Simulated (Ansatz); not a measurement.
# AlCl₃ + H₂: a complex and its separated parts

Aim: how far the complex at one end of a reaction step lies below its separated, relaxed parts, level by level.

Method: PBE0-D4/def2-TZVP structures, single points in def2-TZVPP, no counterpoise correction; program: Ansatz 0.2.0, Gaussian basis.

Levels: SPW92, PBE-D4, BLYP-D4, r2SCAN-D4, B97M-V, PBE0-D4, B3LYP-D4, r2SCAN0-D4, BHLYP-D4, CAM-B3LYP-D4, wB97X-V, wB97M-V, B2PLYP, PBE-QIDH, RPA on PBE, Hartree-Fock, MP2, CCSD, CCSD(T).

Cores are frozen in the correlated methods. B3LYP uses VWN-RPA correlation. B2PLYP carries no dispersion term here.

## Step 1: Where the work starts

The complex: 6 atoms, charge 0, spin multiplicity 1.

Atoms are counted from 1 here; the program's logs count them from 0.

Bond lengths: Al1–Cl2 2.079 Å, Al1–Cl3 2.077 Å, Al1–Cl4 2.077 Å, H5–H6 0.757 Å. Angles: Cl2–Al1–Cl3 119.7°, Cl2–Al1–Cl4 119.7°, Cl3–Al1–Cl4 119.3°.

Coordinates:

```csv
atom,x (Å),y (Å),z (Å)
Al1,0.54860,-0.27718,-0.27202
Cl2,1.16302,1.54261,-1.06690
Cl3,-0.50761,-1.61411,-1.45924
Cl4,1.32873,-0.92377,1.54065
H5,-1.16190,0.97135,0.48772
H6,-1.37085,0.30099,0.76989
```

Its parts: AlCl₃ holds atoms 1, 2, 3, 4; H₂ holds atoms 5, 6. Each part counts its atoms afresh in its own runs.

## Step 2: Relaxing AlCl₃ alone

relax-a/in.yaml

```yaml
crystal:
  periodic: [false, false, false]
  atoms:
    - {symbol: Al, position_ang: [0.548603, -0.277177, -0.272022]}
    - {symbol: Cl, position_ang: [1.163018, 1.542614, -1.066902]}
    - {symbol: Cl, position_ang: [-0.507606, -1.614113, -1.459243]}
    - {symbol: Cl, position_ang: [1.328734, -0.923771, 1.540651]}
basis:
  gaussian: {orbitals: def2-TZVP}
hamiltonian: {xc: pbe0, dispersion: d4}
relax: {f_tol: 0.005, max_steps: 200}
```

No record of the launch command was kept for these runs.

Further steps of the session: Relaxing H₂ alone; wB97M-V/def2-TZVPP; CCSD(T)/def2-TZVPP; Vibrations of AlCl₃; Vibrations of H₂.

**Question.** What will these runs give? Wanted: complex less parts, CCSD(T)/def2-TZVPP; with zero-point energy; largest T1 diagnostic.

The runs gave:

```
                              quantity           value
complex less parts, CCSD(T)/def2-TZVPP  -1.82 kcal/mol
                with zero-point energy  +0.25 kcal/mol
                 largest T1 diagnostic           0.008
```

At CCSD(T) the complex lies 1.82 kcal/mol below its parts. Among the functionals B97M-V lands nearest to CCSD(T) (-0.07 kcal/mol) and SPW92 farthest (-4.47 kcal/mol). Mean unsigned error by rung: LDA 4.47, GGA 0.93, meta-GGA 0.49, hybrid 0.77, range-separated hybrid 0.78, double hybrid 0.82 kcal/mol. PBE-D4 gives a relative energy 1.14 kcal/mol too low, an error of 63 % of the reference. No counterpoise was applied, and triple zeta lacks some correlation, so the CCSD(T) reference has a basis error of its own, and close matches with it are partly luck.
